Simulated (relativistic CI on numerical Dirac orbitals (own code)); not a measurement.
# Ar³⁺: one ion under different settings

How much do the settings matter for Ar³⁺? One ion, several inputs.

Program: relativistic CI on numerical Dirac orbitals (own code) version 3. Level of theory: Dirac-Coulomb-Breit CI, KLI orbitals optimised for each configuration, model QED (radiative potential, 1s self-energy scaled to tabulated hydrogen-like ionisation energies), numerical settings as typed. These are calculated values, not measurements, unless marked.

**1. What is computed**

| Item | Value |
| --- | --- |
| ion | Ar³⁺ (Ar IV) |
| nuclear charge | 18 |
| electrons | 15 |
| isotope | A = 40 |

**2. Usual settings**

The run's settings:

```ini
atom Ar  Z=18  charge=3  electrons=15
nucleus A=40  rms_radius_fm=3.4274
hamiltonian dirac-coulomb  breit=on  qed=on  c_scale=1
orbitals kli  potential=per-configuration
slater_scale 1
correlation none
mixing on
grid step=0.0125 r_max=25.7
scf mixing=0.4 start=green max_iterations=150 tolerance=2e-08 node_fill=0.05
configurations
  [Ne] 3s2 3p3
  [Ne] 3s 3p4
end
```

The run is started by

```sh
$ python run_levels.py task.json out
```

One command runs all members of the session, one after another, from task.json.

**3. Nuclear radius 4.4556, grid step 0.03, QED terms off**

The run's settings:

```ini
atom Ar  Z=18  charge=3  electrons=15
nucleus A=40  rms_radius_fm=4.4556
hamiltonian dirac-coulomb  breit=on  qed=off  c_scale=1
orbitals kli  potential=per-configuration
slater_scale 1
correlation none
mixing on
grid step=0.03 r_max=25.7
scf mixing=0.4 start=green max_iterations=150 tolerance=2e-08 node_fill=0.05
configurations
  [Ne] 3s2 3p3
  [Ne] 3s 3p4
end
```

**4. Start potential previous, grid step 0.006, node fill 0.01**

The run's settings:

```ini
atom Ar  Z=18  charge=3  electrons=15
nucleus A=40  rms_radius_fm=3.4274
hamiltonian dirac-coulomb  breit=on  qed=on  c_scale=1
orbitals kli  potential=per-configuration
slater_scale 1
correlation none
mixing on
grid step=0.006 r_max=25.7
scf mixing=0.4 start=previous max_iterations=150 tolerance=2e-08 node_fill=0.01
configurations
  [Ne] 3s2 3p3
  [Ne] 3s 3p4
end
```

**5. Potential mixing 0.1, end of the grid 12.85**

Changes to the settings of step 4:

```diff
@@ -7,4 +7,4 @@
 mixing on
-grid step=0.006 r_max=25.7
-scf mixing=0.4 start=previous max_iterations=150 tolerance=2e-08 node_fill=0.01
+grid step=0.0125 r_max=12.85
+scf mixing=0.1 start=green max_iterations=150 tolerance=2e-08 node_fill=0.05
 configurations
```

**6. Speed-of-light factor 10, QED terms off, node fill 0**

The run's settings:

```ini
atom Ar  Z=18  charge=3  electrons=15
nucleus A=40  rms_radius_fm=3.4274
hamiltonian dirac-coulomb  breit=on  qed=off  c_scale=10
orbitals kli  potential=per-configuration
slater_scale 1
correlation none
mixing on
grid step=0.0125 r_max=25.7
scf mixing=0.4 start=green max_iterations=150 tolerance=2e-08 node_fill=0
configurations
  [Ne] 3s2 3p3
  [Ne] 3s 3p4
end
```

**7. Tolerance 0.05**

The run's settings:

```ini
atom Ar  Z=18  charge=3  electrons=15
nucleus A=40  rms_radius_fm=3.4274
hamiltonian dirac-coulomb  breit=on  qed=on  c_scale=1
orbitals kli  potential=per-configuration
slater_scale 1
correlation none
mixing on
grid step=0.0125 r_max=25.7
scf mixing=0.4 start=green max_iterations=87 tolerance=0.05 node_fill=0.05
configurations
  [Ne] 3s2 3p3
  [Ne] 3s 3p4
end
```

(Steps that only read results are left out.)

What does the calculation give? Wanted: lowest level, usual settings; total energy; first excitation.

As calculated:

| setting | total energy less usual (Ha) | largest shift of a level among the lowest eight of both runs, same label and place (cm⁻¹) | SCF iterations | time | lowest level | kind of change |
| --- | --- | --- | --- | --- | --- | --- |
| usual | 0 | 0 | 20 | 0.075 s | 3p3 4S°3/2 | - |
| nuclear radius 4.4556, grid step 0.03, QED terms off | -0.0867 | 97.8 | 20 | 0.027 s | 3p3 4S°3/2 | unphysical constant |
| start potential previous, grid step 0.006, node fill 0.01 | 0.000312 | 61.6 | 16 | 0.13 s | 3p3 4S°3/2 | numerical |
| potential mixing 0.1, end of the grid 12.85 | 0 | 0 | 22 | 0.07 s | 3p3 4S°3/2 | numerical |
| speed-of-light factor 10, QED terms off, node fill 0 | 1.63 | 3210 | 20 | 0.046 s | 3p3 4S°3/2 | unphysical constant |
| tolerance 0.05 | 0.00266 | 273 | 6 | 0.054 s | 3p3 4S°3/2 | unsound |

| quantity | value |
| --- | --- |
| lowest level, usual settings | 3p3 4S°3/2 |
| total energy | -525.5071 Ha |
| first excitation | 25754 cm⁻¹ |

Among the runs whose levels can be followed, they move most under «speed-of-light factor 10, QED terms off, node fill 0» (unphysical constant), by up to 3210 cm⁻¹. No visible change in the result comes from «potential mixing 0.1, end of the grid 12.85». Only the listed configurations are in the model. In a near-neutral ion this small CI can misplace whole configurations by 10,000 cm⁻¹ or more.
